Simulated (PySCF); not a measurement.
# HgF₂: relaxation and vibrations of the singlet

Where does singlet HgF₂ go from a linear start, is the end point a minimum, and what are its modes, charges and moments?

Program: PySCF 2.14.0. Level of theory: B3LYP, basis Hg def2-TZVP with ECP60, F def2-TZVP, scalar-relativistic core potentials, no spin–orbit coupling, density fitting. These are calculated values, not measurements.

### 1 The system as given

3 atoms, charge 0, spin multiplicity 1.

Bond lengths: Hg1–F2 1.970 Å, Hg1–F3 1.970 Å. Angles: F2–Hg1–F3 180.0°.

```xyz
3
charge 0 multiplicity 1
Hg    0.0000    0.0000    0.0000
F     0.0000    0.0000    1.9700
F     0.0000    0.0000   -1.9700
```

### 2 Finding the electronic state

One driver script runs all steps and calls PySCF; scf.py shows how it sets up the SCF of each step. The optimiser is the driver's own. After this first run the driver tries any further starts and a stability analysis.

scf.py

```python
from pyscf import gto, scf, dft
mol = gto.M(atom='''
Hg     0.000000     0.000000     0.000000
F      0.000000     0.000000     1.970000
F      0.000000     0.000000    -1.970000''',
    basis={'Hg': 'def2-TZVP', 'F': 'def2-TZVP'},
    ecp={'Hg': 'def2-TZVP'},
    charge=0, spin=0)
mf = dft.RKS(mol, xc='B3LYP')
mf.grids.atom_grid = (50, 194)
aux = {'Hg': 'def2-universal-JKFIT', 'F': 'def2-universal-JKFIT'}
mf = mf.density_fit(auxbasis=aux)
mf.conv_tol = 1e-08
mf.diis_space = 10
mf.max_cycle = 60
mf.init_guess = 'minao'
mf.verbose = 4
mf.kernel()
```

Command:

```bash
> OMP_NUM_THREADS=2 python axn.py task.json out
```

The program printed:

```text
init E= -334.559529877068
  HOMO = -0.814023881942577  LUMO = -0.665647410489651  gap/eV = 4.03753
cycle= 1 E= -352.717563350113  delta_E= -18.2  |g|= 1.91  |ddm|= 10.3
  HOMO = -0.0860507696449157  LUMO = 0.0198006675206343  gap/eV = 2.88036
cycle= 2 E= -352.006288546138  delta_E= 0.711  |g|= 2.81  |ddm|= 3.66
  HOMO = -0.353139527752837  LUMO = -0.129089694587471  gap/eV = 6.09671
cycle= 3 E= -353.286472059176  delta_E= -1.28  |g|= 0.374  |ddm|= 2.13
  HOMO = -0.401882280599955  LUMO = -0.137085402024052  gap/eV = 7.20549
cycle= 4 E= -353.293646172427  delta_E= -0.00717  |g|= 0.322  |ddm|= 0.484
  HOMO = -0.367781794191109  LUMO = -0.118582313297317  gap/eV = 6.78106
cycle= 5 E= -353.30921362548  delta_E= -0.0156  |g|= 0.00676  |ddm|= 0.167
  HOMO = -0.368150548656217  LUMO = -0.119730664272698  gap/eV = 6.75985
cycle= 6 E= -353.309224885287  delta_E= -1.13e-05  |g|= 0.00162  |ddm|= 0.00866
  HOMO = -0.368263707870366  LUMO = -0.119716878958581  gap/eV = 6.76330
cycle= 7 E= -353.309225419506  delta_E= -5.34e-07  |g|= 0.000224  |ddm|= 0.00204
  HOMO = -0.368258639692153  LUMO = -0.119727003846208  gap/eV = 6.76289
cycle= 8 E= -353.309225427548  delta_E= -8.04e-09  |g|= 5.69e-05  |ddm|= 0.000171
  HOMO = -0.368239419344453  LUMO = -0.119717730541925  gap/eV = 6.76262
Extra cycle  E= -353.309225426612  delta_E= 9.37e-10  |g|= 9.98e-05  |ddm|= 7.5e-05
converged SCF energy = -353.309225426612
```

This step, with its further starts and checks, took 9.6 s on 2 threads of Arm Neoverse V2, shared host.

Energies from each starting density:

```csv
start,energy (Eh)
the minimal-basis guess,-353.309225
a thermally smeared density,-353.309225
a smeared PBE density,-353.309225
```

The test of internal stability and the other starts found no lower closed-shell solution.

### 3 Relaxing the singlet from the linear start

The program finds D∞h symmetry in the start, which this walk keeps. Threshold on the gradient: 0.0003 Eh/bohr, with a further test on the energy change.

Changes to scf.py since step 2:

```diff
@@ -16 +15,0 @@
-mf.init_guess = 'minao'
```

The optimiser's trace:

```csv
step,energy (Eh),change (kJ/mol),largest symmetric gradient (Eh/bohr)
0,-353.309225,0.00,0.01345
1,-353.310109,-2.32,0.00272
2,-353.310140,-2.40,0.00024
3,-353.310140,-2.40,0.00000
```

The walk took 6.1 s.

Positions (Å) and forces (eV/Å) along the way:

```
step 0
Hg   0.000   0.000   0.000   0.000   0.000   0.000
F    0.000   0.000   1.970   0.000   0.000  -0.692
F    0.000   0.000  -1.970   0.000   0.000   0.692
step 1
Hg   0.000   0.000   0.000   0.000   0.000   0.000
F    0.000   0.000   1.929   0.000   0.000   0.140
F    0.000   0.000  -1.929   0.000   0.000  -0.140
step 2
Hg   0.000   0.000   0.000   0.000   0.000   0.000
F    0.000   0.000   1.936   0.000   0.000  -0.012
F    0.000   0.000  -1.936   0.000   0.000   0.012
step 3
Hg   0.000   0.000   0.000   0.000   0.000   0.000
F    0.000   0.000   1.935   0.000   0.000   0.000
F    0.000   0.000  -1.935   0.000   0.000   0.000
```

It settles in D∞h symmetry, 2.4 kJ/mol below the start, after 3 steps: Hg–F 1.935 Å (×2); F–Hg–F 180.0°.

### 4 Is it a minimum? Harmonic modes

On the finer grid the gradient is checked again; gradients at displacements of ±0.02 bohr then give force constants and infrared intensities.

Changes to scf.py since step 3:

```diff
@@ -4,2 +4,2 @@
-F      0.000000     0.000000     1.970000
-F      0.000000     0.000000    -1.970000''',
+F     -0.000000    -0.000000     1.935356
+F      0.000000     0.000000    -1.935356''',
@@ -10 +10 @@
-mf.grids.atom_grid = (50, 194)
+mf.grids.atom_grid = (75, 302)
@@ -13 +13 @@
-mf.conv_tol = 1e-08
+mf.conv_tol = 1e-10
```

The driver hands on the density of the step before, so the log starts near convergence.

Log of the central SCF (cycles and frontier levels):

```text
init E= -353.310272030436
  HOMO = -0.367021587483288  LUMO = -0.107496369793346  gap/eV = 7.06204
cycle= 1 E= -353.310272030427  delta_E= 8.81e-12  |g|= 1.13e-05  |ddm|= 1.5e-05
  HOMO = -0.367021686074612  LUMO = -0.107495187597888  gap/eV = 7.06208
cycle= 2 E= -353.310272030398  delta_E= 2.94e-11  |g|= 1.77e-05  |ddm|= 2.15e-05
  HOMO = -0.36702106802662  LUMO = -0.107495537497027  gap/eV = 7.06205
cycle= 3 E= -353.310272030446  delta_E= -4.8e-11  |g|= 2.93e-06  |ddm|= 1.34e-05
  HOMO = -0.367021924081041  LUMO = -0.107496020135493  gap/eV = 7.06206
Extra cycle  E= -353.310272030443  delta_E= 2.9e-12  |g|= 5.05e-06  |ddm|= 4.16e-06
converged SCF energy = -353.310272030443
```

The whole step took 15 s.

Geometry: D∞h; Hg–F 1.935 Å (×2); F–Hg–F 180.0°.

Modes, for the most abundant isotopes:

| symmetry | ω (cm⁻¹) | IR (km/mol) |
| --- | --- | --- |
| πu | 173 | 30.2 |
| σg+ | 562 | 0.0 |
| σu+ | 637 | 108 |

Every mode is real; the point is a minimum.

Properties at this point:

```yaml
Dipole_moment: 0.00 D
Highest_occupied_level: -9.99 eV
Lowest_empty_level: -2.93 eV
Rotational_constants: 0.1184 cm⁻¹
Zero-point_energy: 9.2 kJ/mol
Principal_polarisabilities: 20.7, 20.7, 38.7 bohr³
Atomisation_energy_without_zero-point_energy: 500 kJ/mol
Principal_traceless_quadrupole_moments_about_the_centre_of_mass: -14.34, 7.17, 7.17 D Å
Entropy_at_298.15_K_and_1_bar: 265.7 J/(mol K)
Heat_capacity_Cp_at_298.15_K: 53.4 J/(mol K)
Enthalpy_at_298.15_K_above_0_K: 12.69 kJ/mol
Rotational_symmetry_number: 2
```

Charges (e) and bond orders:

```json
{"atom": "Hg1", "Mulliken": "0.98", "Löwdin": "0.75", "polar tensor": "1.10", "Mayer order to Hg1": "–"}
{"atom": "F2,3", "Mulliken": "-0.49", "Löwdin": "-0.38", "polar tensor": "-0.55", "Mayer order to Hg1": "0.75"}
```

Outer orbital energies (eV). occupied: -13.92, -13.92, -11.48, -11.07, -10.95, -10.95, -9.99, -9.99; empty: -2.93, -0.92, -0.92, 0.96.

Mulliken populations on Hg1 (outside its core potential): s 2.92, p 6.25, d 9.83, f 0.02.

### 5 Would spin polarisation lower it?

At the lowest minimum the closed shell is tested against spin polarisation, on the (50, 194) grid. It is stable.

### 6 Summary of results

| quantity | value |
| --- | --- |
| minimum | singlet, D∞h |
| geometry | Hg–F 1.935 Å (×2); F–Hg–F 180.0° |
| wavenumbers (cm⁻¹) | 173 (πu), 562 (σg+), 637 (σu+) |
| dipole moment | 0.00 D |
| highest occupied, lowest empty level | -9.99, -2.93 eV |
| polar-tensor charge of Hg1 | +1.10 e |
| zero-point energy | 9.2 kJ/mol |
| entropy at 298.15 K | 265.7 J/(mol K) |
| atomisation energy (no zero-point energy) | 500 kJ/mol |

In words: The molecule stays D∞h, as typed, and the end point is a minimum. The strongest infrared band lies at 637 cm⁻¹ (σu+, stretch). The dipole vanishes although Hg1 carries +1.1 e by the polar tensor: the bond dipoles cancel. Other starts or spin states, not run here, may lie lower. Spin–orbit coupling, left out here, can matter for elements this heavy.

The search up to here took 35 s on 2 threads of Arm Neoverse V2, shared host.
